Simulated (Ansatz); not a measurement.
# CH7BOSSi: basis-set convergence

One table from this session's results is given with a row withheld; the runs are named, their logs left out.

Computed with Ansatz 0.2.0, Gaussian basis. Level: one geometry, several basis sets.

The runs, in order: PBE0-D4/def2-SVP; ωB97M-V/def2-SVP; PBE0-D4/def2-QZVPP; ωB97M-V/def2-QZVPP; the functionals' def2-TZVPP values are taken from earlier runs.

## The relaxed structure

An earlier PBE0-D4 in a triple-zeta def2 set relaxation fixed the geometry.

12 atoms, charge 0, spin multiplicity 1.

Atoms are counted from 1 here; the program's logs count them from 0.

Bond lengths: O1–B2 1.351 Å, O1–H6 0.960 Å, B2–C3 1.570 Å, B2–H7 1.202 Å, C3–S4 1.828 Å, C3–H8 1.092 Å, C3–H9 1.096 Å, S4–Si5 2.124 Å, Si5–H10 1.488 Å, Si5–H11 1.488 Å, Si5–H12 1.484 Å. Angles: B2–O1–H6 113.4°, O1–B2–C3 118.2°, O1–B2–H7 120.4°, C3–B2–H7 121.4°, B2–C3–S4 108.3°, B2–C3–H8 111.6°, B2–C3–H9 109.2°, S4–C3–H8 110.5°, S4–C3–H9 108.6°, H8–C3–H9 108.6°, C3–S4–Si5 98.7°, S4–Si5–H10 110.8°, S4–Si5–H11 111.1°, S4–Si5–H12 106.8°, H10–Si5–H11 108.0°, H10–Si5–H12 110.1°, H11–Si5–H12 110.1°.

Set-up of the first run:

in.yaml reads:

```yaml
crystal:
  periodic: [false, false, false]
  atoms:
    - {symbol: O, position_ang: [-0.693789, 1.774226, 2.249789]}
    - {symbol: B, position_ang: [-0.855938, 1.518715, 0.933297]}
    - {symbol: C, position_ang: [0.122945, 0.498248, 0.250161]}
    - {symbol: S, position_ang: [-0.870894, -0.694141, -0.714645]}
    - {symbol: Si, position_ang: [0.702917, -1.940511, -1.407304]}
    - {symbol: H, position_ang: [-1.320622, 2.415611, 2.593271]}
    - {symbol: H, position_ang: [-1.722495, 2.070241, 0.308727]}
    - {symbol: H, position_ang: [0.737513, -0.024128, 0.986455]}
    - {symbol: H, position_ang: [0.783644, 1.038786, -0.437113]}
    - {symbol: H, position_ang: [1.675182, -1.159859, -2.219754]}
    - {symbol: H, position_ang: [1.440882, -2.553390, -0.270297]}
    - {symbol: H, position_ang: [0.077552, -2.998999, -2.238386]}
basis:
  gaussian: {orbitals: def2-SVP}
hamiltonian: {xc: pbe0, dispersion: d4}
output: {orbitals: {seedname: orbitals}}
```

Steps of the session up to this table: PBE0-D4 in def2-SVP; ωB97M-V in def2-SVP; PBE0-D4 in def2-QZVPP; ωB97M-V in def2-QZVPP.

One table of the session follows, with a row left open; its other results are not shown here.

It belongs to the step «Functionals by basis». 

| functional | basis | HOMO (eV) | LUMO (eV) |
| --- | --- | --- | --- |
| PBE0-D4 | def2-SVP | ? | ? |
| PBE0-D4 | def2-TZVPP | -6.89 | -0.53 |
| PBE0-D4 | def2-QZVPP | -6.91 | -0.59 |
| ωB97M-V | def2-SVP | -8.91 | 1.79 |
| ωB97M-V | def2-TZVPP | -9.08 | 1.38 |
| ωB97M-V | def2-QZVPP | -9.11 | 1.17 |

Q: Estimate the row for PBE0-D4, def2-SVP from the others.

As computed: HOMO (eV): -6.76; LUMO (eV): -0.29. In the column «HOMO (eV)» it is the highest.
